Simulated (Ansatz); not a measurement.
# C8H16: a ladder of functionals and wavefunction methods

Aim: compute C8H16 with functionals from several rungs and with coupled cluster, and see how far each lands from CCSD(T) at the basis-set limit for the atomisation energy.

The runs use Ansatz 0.2.0, Gaussian basis; functionals in def2-TZVPP, the program's frozen cores in correlated methods.

Levels to be run: LDA (SPW92), PBE-D4, revPBE-D4, BLYP-D4, r2SCAN-D4, B97M-V, PBE0-D4, B3LYP-D4, r2SCANh-D4, r2SCAN0-D4, HSE06-D4, BHLYP-D4, CAM-B3LYP-D4, LC-ωPBE, ωB97X-V, ωB97M-V, B2PLYP, PBE-QIDH; CCSD(T)/def2-SVP; CCSD(T)/def2-TZVPP; MP2/def2-QZVPP; extrapolation to the limit; RPA on PBE.

1 further run of the same task is left out (it didn't finish).

### Step 1. The geometry

The geometry comes from an earlier relaxation with PBE0-D4 in a triple-zeta def2 set; it is a stationary point, not always the lowest conformer.

SMILES `C=C(C)CC(C)(C)C`, 24 atoms, charge 0, spin multiplicity 1.

Atoms are counted from 1 here; the program's logs count them from 0.

Bond lengths: C1–C2 1.330 Å, C1–H9 1.084 Å, C1–H10 1.085 Å, C2–C3 1.497 Å, C2–C4 1.505 Å, C3–H11 1.096 Å, C3–H12 1.091 Å, C3–H13 1.093 Å, C4–C5 1.546 Å, C4–H14 1.095 Å, C4–H15 1.096 Å, C5–C6 1.526 Å, C5–C7 1.525 Å, C5–C8 1.525 Å, C6–H16 1.094 Å, C6–H17 1.094 Å, C6–H18 1.094 Å, C7–H19 1.092 Å and more. Angles: C2–C1–H9 121.6°, C2–C1–H10 121.5°, H9–C1–H10 117.0°, C1–C2–C3 121.3°, C1–C2–C4 121.7°, C3–C2–C4 116.9°, C2–C3–H11 110.1°, C2–C3–H12 111.6°, C2–C3–H13 111.8°, H11–C3–H12 108.2°, H11–C3–H13 106.4°, H12–C3–H13 108.5°, C2–C4–C5 116.9°, C2–C4–H14 109.1°, C2–C4–H15 108.8°, C5–C4–H14 107.3°, C5–C4–H15 107.7°, H14–C4–H15 106.5° and more.

As a file:

```
C     1.4589   -1.4489   -1.4668
C     0.4331   -0.6021   -1.4521
C     0.2492    0.4161   -2.5344
C    -0.6210   -0.6539   -0.3790
C    -0.3500    0.1613    0.9066
C    -1.6007    0.0704    1.7769
C    -0.0649    1.6264    0.5929
C     0.8329   -0.4249    1.6696
H     1.5709   -2.2178   -0.7102
H     2.2168   -1.4070   -2.2417
H    -0.6745    0.2139   -3.0876
H     1.0794    0.4055   -3.2421
H     0.1520    1.4266   -2.1297
H    -0.7752   -1.6948   -0.0772
H    -1.5719   -0.3071   -0.8004
H    -1.4577    0.6039    2.7206
H    -1.8405   -0.9703    2.0132
H    -2.4658    0.5084    1.2708
H     0.8589    1.7387    0.0206
H     0.0498    2.1961    1.5192
H    -0.8810    2.0796    0.0226
H     0.6493   -1.4693    1.9388
H     1.7477   -0.3844    1.0752
H     1.0043    0.1336    2.5940
```

### Step 2. LDA

This LDA is Slater exchange with PW92 correlation.

File in.yaml:

```yaml
crystal:
  periodic: [false, false, false]
  atoms:
    - {symbol: C, position_ang: [1.458906, -1.448933, -1.466754]}
    - {symbol: C, position_ang: [0.433076, -0.602117, -1.452073]}
    - {symbol: C, position_ang: [0.249208, 0.416130, -2.534403]}
    - {symbol: C, position_ang: [-0.621005, -0.653856, -0.378992]}
    - {symbol: C, position_ang: [-0.350033, 0.161281, 0.906590]}
    - {symbol: C, position_ang: [-1.600674, 0.070369, 1.776894]}
    - {symbol: C, position_ang: [-0.064867, 1.626354, 0.592871]}
    - {symbol: C, position_ang: [0.832853, -0.424913, 1.669635]}
    - {symbol: H, position_ang: [1.570912, -2.217832, -0.710209]}
    - {symbol: H, position_ang: [2.216832, -1.406976, -2.241651]}
    - {symbol: H, position_ang: [-0.674490, 0.213921, -3.087614]}
    - {symbol: H, position_ang: [1.079430, 0.405465, -3.242083]}
    - {symbol: H, position_ang: [0.151960, 1.426626, -2.129740]}
    - {symbol: H, position_ang: [-0.775220, -1.694838, -0.077158]}
    - {symbol: H, position_ang: [-1.571873, -0.307088, -0.800425]}
    - {symbol: H, position_ang: [-1.457672, 0.603943, 2.720636]}
    - {symbol: H, position_ang: [-1.840542, -0.970279, 2.013186]}
    - {symbol: H, position_ang: [-2.465813, 0.508412, 1.270821]}
    - {symbol: H, position_ang: [0.858908, 1.738735, 0.020581]}
    - {symbol: H, position_ang: [0.049774, 2.196070, 1.519226]}
    - {symbol: H, position_ang: [-0.880972, 2.079561, 0.022639]}
    - {symbol: H, position_ang: [0.649318, -1.469292, 1.938835]}
    - {symbol: H, position_ang: [1.747691, -0.384387, 1.075173]}
    - {symbol: H, position_ang: [1.004274, 0.133635, 2.594024]}
basis:
  gaussian: {orbitals: def2-TZVPP}
hamiltonian: {xc: lda}
output: {orbitals: {seedname: orbitals}}
```

Started as:

```console
ansatz run in.yaml --threads 4 --pin off --events-out ev --progress --plain --max-ram 66560MiB --backend cuda --devices 0, --max-vram 37GiB
```

After this run come: PBE-D4 (GGA); revPBE-D4 (GGA); BLYP-D4 (GGA); r2SCAN-D4 (meta-GGA); B97M-V (meta-GGA); PBE0-D4 (hybrid); B3LYP-D4 (hybrid); r2SCANh-D4 (hybrid); r2SCAN0-D4 (hybrid); HSE06-D4 (hybrid); BHLYP-D4 (hybrid); CAM-B3LYP-D4 (range-separated); LC-ωPBE (range-separated); ωB97X-V (range-separated); ωB97M-V (range-separated); B2PLYP (double hybrid); PBE-QIDH (double hybrid); CCSD(T) in def2-SVP; CCSD(T) in def2-TZVPP; MP2 in def2-QZVPP; RPA on PBE orbitals.

Q: Predict the results of all the runs planned. Wanted: atomisation energy, CCSD(T)/CBS; farthest beyond LDA; mean size of error, GGA; mean size of error, meta-GGA; mean size of error, hybrid; mean size of error, range-separated; mean size of error, double hybrid; gap, smallest and largest; T1 diagnostic.

**Answer**, as computed:

| quantity | value |
| --- | --- |
| atomisation energy, CCSD(T)/CBS | 101.336 eV |
| functionals within 0.507 eV (0.5 %) | revPBE-D4, BLYP-D4, r2SCAN-D4, B97M-V, B3LYP-D4, r2SCANh-D4, CAM-B3LYP-D4, LC-ωPBE, ωB97X-V, ωB97M-V, PBE-QIDH |
| farthest beyond LDA | BHLYP-D4 (-2.054 eV) |
| mean size of error, GGA | 0.831 eV |
| mean size of error, meta-GGA | 0.242 eV |
| mean size of error, hybrid | 0.754 eV |
| mean size of error, range-separated | 0.247 eV |
| mean size of error, double hybrid | 0.503 eV |
| gap, smallest and largest | 5.17 eV (LDA (SPW92)), 12.30 eV (LC-ωPBE) |
| T1 diagnostic | 0.0093 |
| triples share of the correlation energy | 4.0 % |

**Reading.** The LDA atomisation energy is off by 13.473 eV (13 %): it overbinds. PBE-D4 is off by +1.919 eV. Double hybrids carry the basis error of their MP2 part in triple zeta, and no dispersion term here, so their miss is partly the set-up's. The rungs meta-GGA, range-separated, double hybrid miss on average by less than the doubt on the reference (0.507 eV), so they tie. The reference freezes the cores and leaves out relativity and excitations past (T), so misses under about 0.507 eV can't be ranked. Hartree-Fock recovers 76 % of the binding; the rest is correlation. CCSD(T) in def2-SVP is off by -3.434 eV, which most functionals beat. The gap grows from 5.2 to 12.3 eV across the functionals, mostly with the share of exact exchange.
